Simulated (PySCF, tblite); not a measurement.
**C₃H₁₀N₂Si: geometry, infrared bands and NMR shifts**

What infrared bands and NMR shifts should C₃H₁₀N₂Si (`N[C@H]1CN[SiH2]C1`) show?

The runs use tblite 0.8.0 and PySCF 2.14.0, with density-fitted response routines of our own; the level of theory stands in each step. All values are computed, except where a source is named. Atoms count from 0, in the outputs and in this text.

## Step 1: The starting structure

16 atoms, charge 0, multiplicity 1; geometry from: force field or distance geometry start.

Bonds of the start (Å): N0–C1 1.45, C1–C2 1.57, C2–N3 1.48, N3–Si4 1.72, Si4–C5 1.91, C5–C1 1.54, N0–H6 1.02, N0–H7 1.03, C1–H8 1.11, C2–H9 1.10, C2–H10 1.10, N3–H11 1.03, Si4–H12 1.48, Si4–H13 1.49, C5–H14 1.10, C5–H15 1.08.

## Step 2: Geometry optimisation with GFN2-xTB

Job settings and geometry (Å):

```
{"job": {"kind": "relax", "xc": "GFN2-xTB", "basis": "xTB"}, "charge": 0, "multiplicity": 1}
N     -2.067900    -0.744100    -0.079700
C     -0.786400    -0.215800     0.342700
C      0.373300    -1.274600     0.272700
N      1.652400    -0.536800     0.365600
Si     1.523700     1.092700    -0.184400
C     -0.352000     0.990900    -0.502000
H     -2.012900    -1.062400    -1.047700
H     -2.758000     0.016200    -0.077000
H     -0.874100     0.093400     1.401500
H      0.271000    -2.024100     1.065800
H      0.331300    -1.800200    -0.694700
H      1.907500    -0.500500     1.360200
H      1.862000     1.975200     0.956800
H      2.317300     1.270800    -1.432700
H     -0.873200     1.915500    -0.204200
H     -0.521800     0.812600    -1.554400
```

Command:

```bash
> OMP_NUM_THREADS=1 python probes_run.py task.json out
```

The driver reads the jobs from task.json and runs them one after another.

**Question.** This job is followed by: GFN2-xTB harmonic vibrations, gas phase; GIAO PBE0/pcSseg-1 NMR shielding, non-relativistic, gas phase. What will the session give for the following? strongest single infrared mode (GFN2-xTB); zero-point energy (GFN2-xTB); 13C shifts against TMS (PBE0/pcSseg-1); 1H shifts against TMS (PBE0/pcSseg-1, means over atoms taken as alike); 15N shifts against NH3 (PBE0/pcSseg-1); 29Si shifts against TMS (PBE0/pcSseg-1).

**Answer**, as computed:

| quantity | value |
| --- | --- |
| strongest single infrared mode (GFN2-xTB) | 2195 cm⁻¹, 467 km/mol |
| zero-point energy (GFN2-xTB) | 82.4 kcal/mol |
| 13C shifts against TMS (PBE0/pcSseg-1) | 57.0, 56.5, 25.8 ppm |
| 1H shifts against TMS (PBE0/pcSseg-1, means over atoms taken as alike) | 5.08, 4.97, 3.55, 3.27, 2.68, 1.30, 0.62, 0.52, -0.26 ppm |
| 15N shifts against NH3 (PBE0/pcSseg-1) | 56.9, 19.2 ppm |
| 29Si shifts against TMS (PBE0/pcSseg-1) | -27.2 ppm |

What this shows: Over 59 steps the energy fell by 0.308 eV; of the close pairs, C1–C2 changed most, 1.572 to 1.532 Å. All 42 modes are real, so the xTB geometry is a minimum. The strongest single mode, at 2195 cm⁻¹, moves mainly H13. Unscaled tight-binding wavenumbers are off by several per cent, some by more. Its intensities can rank the bands wrongly. At PBE0/pcSseg-1: The largest span, 118 ppm, is at N3, where the paramagnetic term is -74 ppm.
